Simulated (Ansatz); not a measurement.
# YMg3, space group P-6m2: a convergence test of the plane-wave cutoff

Program: Ansatz 0.2.0 through its Python package.

Contents of `ymg3.extxyz`:
```text
4
Lattice="3.30798521 0.0 0.0 -1.65399261 2.86479923 0.0 0.0 0.0 10.932285" Properties=species:S:1:pos:R:3 pbc="T T T"
Y     1.65399262    0.95493307    5.46614250
Mg    1.65399262    0.95493307    0.00000000
Mg   -0.00000002    1.90986616    2.64690298
Mg   -0.00000002    1.90986616    8.28538202
```

At the Python prompt:
```pycon
>>> import warnings
>>> import ansatz as az
>>> warnings.simplefilter("ignore", az.DeckWarning)
>>> ymg3 = az.Crystal.from_extxyz("ymg3.extxyz")
>>> [site.symbol for site in ymg3.resolved().sites]
['Y', 'Mg', 'Mg', 'Mg']
>>> base = (
...     ymg3.calculation()
...     .functional(az.Functional.PBESOL, dispersion="d3bj")
...     .kpoints(8, 8, 2, shift=0.5)
...     .occupations("Methfessel-Paxton", width=0.01)
...     .scf(max_iterations=150)
...     .stress()
... )
>>> rows = []
>>> for value in [250, 350, 450, 550]:
...     report = base.basis(value).run().report
...     rows.append((value, report["free_energy_ev"] / len(report["lattice"]["sites"]), report["n_iterations"], sum(report["stress_gpa"][i][i] for i in range(3)) / 3, report["n_pw"]))
...
>>> print(" cutoff (eV)   F/atom (eV)    iterations       P (GPa)   plane waves")
 cutoff (eV)   F/atom (eV)    iterations       P (GPa)   plane waves
>>> for row in rows:
...     print(f"{str(row[0]):>12s}  {row[1]:12.5f}  {row[2]:12d}  {row[3]:12.3f}  {row[4]:12d}")
...
         250   -2382.88060             7        -2.838           947
         350   -2383.05504             7        -2.873          1533
         450   -2383.05598             7        -2.873          2221
         550   -2383.05608             7        -2.873          3041
>>> for row in rows[:-1]:
...     shift = 1000 * (row[1] - rows[-1][1])
...     print(f"{row[0]}: {shift:+.2f} meV/atom" + ("  (within 1 meV)" if abs(shift) < 1 else ""))
...
250: +175.48 meV/atom
350: +1.03 meV/atom
450: +0.10 meV/atom  (within 1 meV)
```

From 450 eV on it stays within 1 meV an atom of the value at 550 eV; the first row (250 eV) is off by 175.5 meV and the last but one by 0.10 meV. The energy falls steadily, as expected when plane waves are added. The pressure moves from -2.84 to -2.87 GPa (the program's stress holds a Pulay correction, so it settles early).

Notes:
- The run is spin-unpolarised.
- Dispersion corrections can be off by several per cent in the lattices of metals, and by several GPa in the pressure at a fixed cell.
- The mesh is modest for a metal, so energies can be off by several to tens of meV an atom and pressures by half a GPa or more; differences at equal mesh fare better.
- The mesh has less symmetry than the crystal, which the program warned of.
- Pressure is positive in compression.
- This cell is a computed structure, which may not be the phase found in nature.
- Shifts are counted from the last row, which is itself no proven limit.
- The script silences the warnings on its input, which a real study should read.
- Hardware and time: 16 s on 1 thread of Arm Neoverse V2, with other jobs on the host, peak memory 0.42 GiB.
